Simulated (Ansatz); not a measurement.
Runs of Ansatz 0.2.0 on AlBN. The structure is tetragonal, space group P4/mmm (No. 123). The conventional cell has a = 2.646 Å, b = 2.646 Å, c = 5.403 Å, α = 90.00°, β = 90.00°, γ = 90.00°. Al (site symmetry 4/mmm) is surrounded by 4 N at 1.87 Å. B (site symmetry 4/mmm) is surrounded by 4 B at 2.65 Å and 2 Al at 2.70 Å. Around N (site symmetry 4/mmm) lie 4 Al at 1.87 Å. The cell was built by a generator and needn't be a form met in nature.

```csv
share of exact exchange,gap on the mesh (eV),pressure (GPa)
0.1,none,(b)
0.15,none,-1.6
0.2,none,(a)
0.25,none,-2.8
0.3,none,-3.4
```

Alike in all rows: task single point; level HSE06 form with a typed share of exact exchange; potentials or basis Ansatz PAW; no spin polarisation; cell as given; k mesh 5 × 5 × 3; cutoff (eV) 420; smearing fermi-dirac 0.05 eV; the mesh is coarse, so values aren't converged.

Problem. Fill in the values left out.

Solution. (a) -2.2; (b) -1.0.

Caveats: all runs use coarse meshes; the PAW data sets come from PBE, with cores solved anew for the run's functional, which leaves a small shift of forces and pressure; the thresholds are loose for stress.

A gap of «none» marks a metal or a gap under the smearing width.
